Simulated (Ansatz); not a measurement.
# C₃H₅FSi: one species, many methods

The task here is to estimate one member of a computed series from the others.

Method: functionals in def2-TZVPP, the program's frozen cores in correlated methods; program: Ansatz 0.2.0, Gaussian basis.

Plan: LDA (SPW92), PBE-D4, revPBE-D4, BLYP-D4, r2SCAN-D4, B97M-V, PBE0-D4, B3LYP-D4, r2SCANh-D4, r2SCAN0-D4, HSE06-D4, BHLYP-D4, CAM-B3LYP-D4, LC-ωPBE, ωB97X-V, ωB97M-V, B2PLYP, PBE-QIDH; CCSD(T)/def2-SVP; CCSD(T)/def2-TZVPP; MP2/def2-QZVPP; extrapolation to the limit; RPA on PBE.

**The relaxed structure**

An earlier PBE0-D4 in a triple-zeta def2 set relaxation fixed the geometry.

SMILES `CC1=C[SiH]1F`, 10 atoms, charge 0, spin multiplicity 1.

Atoms are counted from 1 here; the program's logs count them from 0.

Bond lengths: C1–C2 1.478 Å, C1–H6 1.093 Å, C1–H7 1.093 Å, C1–H8 1.093 Å, C2–C3 1.350 Å, C2–Si4 1.788 Å, C3–Si4 1.775 Å, C3–H9 1.085 Å, Si4–F5 1.598 Å, Si4–H10 1.474 Å. Angles: C2–C1–H6 110.1°, C2–C1–H7 112.0°, C2–C1–H8 110.5°, H6–C1–H7 108.7°, H6–C1–H8 106.6°, H7–C1–H8 108.9°, C1–C2–C3 135.9°, C1–C2–Si4 156.9°, C3–C2–Si4 67.2°, C2–C3–Si4 68.3°, C2–C3–H9 133.3°, Si4–C3–H9 158.4°, C2–Si4–C3 44.5°, C2–Si4–F5 122.5°, C2–Si4–H10 126.1°, C3–Si4–F5 122.5°, C3–Si4–H10 125.8°, F5–Si4–H10 105.1°.

The first run:

The input, in.yaml:

```yaml
crystal:
  periodic: [false, false, false]
  atoms:
    - {symbol: C, position_ang: [-0.973929, -0.517873, 1.137644]}
    - {symbol: C, position_ang: [-0.027104, -0.086829, 0.087488]}
    - {symbol: C, position_ang: [0.747035, -0.702517, -0.830598]}
    - {symbol: Si, position_ang: [0.880148, 1.064573, -0.936983]}
    - {symbol: F, position_ang: [0.183740, 1.910170, -2.100459]}
    - {symbol: H, position_ang: [-1.970869, -0.119392, 0.931074]}
    - {symbol: H, position_ang: [-1.040258, -1.606735, 1.208023]}
    - {symbol: H, position_ang: [-0.674143, -0.118317, 2.110028]}
    - {symbol: H, position_ang: [0.916081, -1.743735, -1.084599]}
    - {symbol: H, position_ang: [2.042499, 1.869457, -0.518719]}
basis:
  gaussian: {orbitals: def2-TZVPP}
hamiltonian: {xc: lda}
output: {orbitals: {seedname: orbitals}}
```

Among the steps run: LDA; PBE-D4 (GGA); revPBE-D4 (GGA); BLYP-D4 (GGA); r2SCAN-D4 (meta-GGA); B97M-V (meta-GGA); PBE0-D4 (hybrid); B3LYP-D4 (hybrid); r2SCANh-D4 (hybrid); r2SCAN0-D4 (hybrid); HSE06-D4 (hybrid); BHLYP-D4 (hybrid); CAM-B3LYP-D4 (range-separated); LC-ωPBE (range-separated); ωB97X-V (range-separated); ωB97M-V (range-separated); B2PLYP (double hybrid); PBE-QIDH (double hybrid).

One of the session's tables, all rows but one given; the rest of the session is left out.

It belongs to the step «Orbital energies across the functionals». 

```
  functional  HOMO (eV)  gap (eV)
 LDA (SPW92)      -6.38      4.90
      PBE-D4      -6.26      5.01
   revPBE-D4      -6.21      5.05
     BLYP-D4      -6.15      5.06
   r2SCAN-D4      -6.50      5.51
      B97M-V      -6.59      5.68
     PBE0-D4      -7.51      7.32
    B3LYP-D4          ?         ?
  r2SCANh-D4      -6.96      6.35
  r2SCAN0-D4      -7.66      7.61
    HSE06-D4      -7.11      6.53
    BHLYP-D4      -8.67      9.64
CAM-B3LYP-D4      -8.86      9.86
     LC-ωPBE     -10.17     12.34
     ωB97X-V      -9.84     11.92
     ωB97M-V      -9.68     11.62
```

Q: Estimate the row for B3LYP-D4 from the others.

Worked estimate for «HOMO (eV)». Against the share of exact exchange, BLYP-D4 (0, -6.15), BHLYP-D4 (0.5, -8.67) give a slope of -5.04 per unit share; at 0.2 the line stands at -7.16.

The run gave: HOMO (eV): -7.31; gap (eV): 6.90. In «HOMO (eV)» the line misses by +0.15.
